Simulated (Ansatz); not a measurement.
# AlClH6Si2: how energies converge with the basis set

One table from this session's results is given with a row withheld; the runs are named, their logs left out.

Method: one geometry, several basis sets; program: Ansatz 0.2.0, Gaussian basis.

Plan: PBE0-D4/def2-SVP; ωB97M-V/def2-SVP; PBE0-D4/def2-QZVPP; ωB97M-V/def2-QZVPP; the functionals' def2-TZVPP values are taken from earlier runs.

**Structure used throughout**

All runs share one geometry, relaxed beforehand with PBE0-D4 in a triple-zeta def2 set.

SMILES `[AlH2][SiH2][SiH2]Cl`, 10 atoms, charge 0, spin multiplicity 1.

Atoms are counted from 1 here; the program's logs count them from 0.

Bond lengths: Al1–Si2 2.475 Å, Al1–H5 1.586 Å, Al1–H6 1.587 Å, Si2–Si3 2.335 Å, Si2–H7 1.490 Å, Si2–H8 1.489 Å, Si3–Cl4 2.160 Å, Si3–H9 1.484 Å, Si3–H10 1.484 Å. Angles: Si2–Al1–H5 117.9°, Si2–Al1–H6 117.0°, H5–Al1–H6 122.3°, Al1–Si2–Si3 87.3°, Al1–Si2–H7 120.4°, Al1–Si2–H8 121.2°, Si3–Si2–H7 107.5°, Si3–Si2–H8 107.8°, H7–Si2–H8 108.6°, Si2–Si3–Cl4 97.7°, Si2–Si3–H9 119.5°, Si2–Si3–H10 120.8°, Cl4–Si3–H9 102.9°, Cl4–Si3–H10 102.8°, H9–Si3–H10 108.9°.

The first run:

File in.yaml:

```yaml
crystal:
  periodic: [false, false, false]
  atoms:
    - {symbol: Al, position_ang: [-1.367000, 0.699784, -0.997965]}
    - {symbol: Si, position_ang: [-0.333382, -1.299182, 0.032976]}
    - {symbol: Si, position_ang: [1.345789, 0.116388, 0.826749]}
    - {symbol: Cl, position_ang: [0.651191, 1.938055, -0.102738]}
    - {symbol: H, position_ang: [-1.170199, 0.915937, -2.556986]}
    - {symbol: H, position_ang: [-2.526291, 1.412616, -0.182512]}
    - {symbol: H, position_ang: [0.319049, -2.334608, -0.816419]}
    - {symbol: H, position_ang: [-0.955458, -1.971799, 1.207369]}
    - {symbol: H, position_ang: [1.381651, 0.471373, 2.267458]}
    - {symbol: H, position_ang: [2.737850, 0.000137, 0.324966]}
basis:
  gaussian: {orbitals: def2-SVP}
hamiltonian: {xc: pbe0, dispersion: d4}
output: {orbitals: {seedname: orbitals}}
```

Launch:

```
$ ansatz run in.yaml --threads 2 --pin off --events-out ev --progress --plain --max-ram 4352MiB
```

Steps of the session up to this table: PBE0-D4 in def2-SVP; ωB97M-V in def2-SVP; PBE0-D4 in def2-QZVPP; ωB97M-V in def2-QZVPP.

One table of the session follows, with a row left open; its other results are not shown here.

It belongs to the step «Density functionals: the series». 

| functional | basis | HOMO (eV) |
| --- | --- | --- |
| PBE0-D4 | def2-SVP | -7.28 |
| PBE0-D4 | def2-TZVPP | -7.21 |
| PBE0-D4 | def2-QZVPP | -7.21 |
| ωB97M-V | def2-SVP | ? |
| ωB97M-V | def2-TZVPP | -9.16 |
| ωB97M-V | def2-QZVPP | -9.16 |

**Question.** Estimate the row for ωB97M-V, def2-SVP.

The run gave: HOMO (eV): -9.18. In the column «HOMO (eV)» it is the lowest.
